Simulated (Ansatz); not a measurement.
CaSi2Sb2:

```xyz
5
Lattice="4.9974 0.0000 0.0000 -2.4987 4.3279 0.0000 0.0000 0.0000 5.8617" Properties=species:S:1:pos:R:3 pbc="T T T"
Ca    0.0000    0.0000    0.0000
Si    0.0000    2.8853    1.5034
Si    2.4987    1.4426    4.3583
Sb    0.0000    2.8853    4.2345
Sb    2.4987    1.4426    1.6272
```

The cell was built by a generator and needn't be a form met in nature.

Base run:

```yaml
Program: Ansatz 0.2.0
Functional: r2SCAN
Potentials_or_basis: Ansatz PAW
Cutoff: "500 eV (not typed: the program's choice for these potentials)"
k_mesh: 5 × 5 × 4
Occupations: fermi-dirac, width 0.05 eV
Spin: no spin polarisation
```

Its results: band gap on the k mesh none (metal or under the smearing width); pressure -0.8 GPa; largest force 0.111 eV/Å.

Question: After a change of settings the same cell gave: band gap on the k mesh none (metal or under the smearing width); pressure 3.9 GPa; largest force 0.135 eV/Å. Which change was it?
A. functional from r2SCAN to revPBE; cutoff from 500 eV (not typed: the program's choice for these potentials) to 420 eV (not typed: the program's choice for these potentials)
B. functional from r2SCAN to BLYP; cutoff from 500 eV (not typed: the program's choice for these potentials) to 420 eV (not typed: the program's choice for these potentials)
C. functional from r2SCAN to RPBE; cutoff from 500 eV (not typed: the program's choice for these potentials) to 420 eV (not typed: the program's choice for these potentials)

Answer: B.

Caveats: spin-orbit coupling is left out, which moves the levels of the heavy elements; the PAW data sets come from PBE, with cores solved anew for the run's functional, which leaves a small shift of forces and pressure.
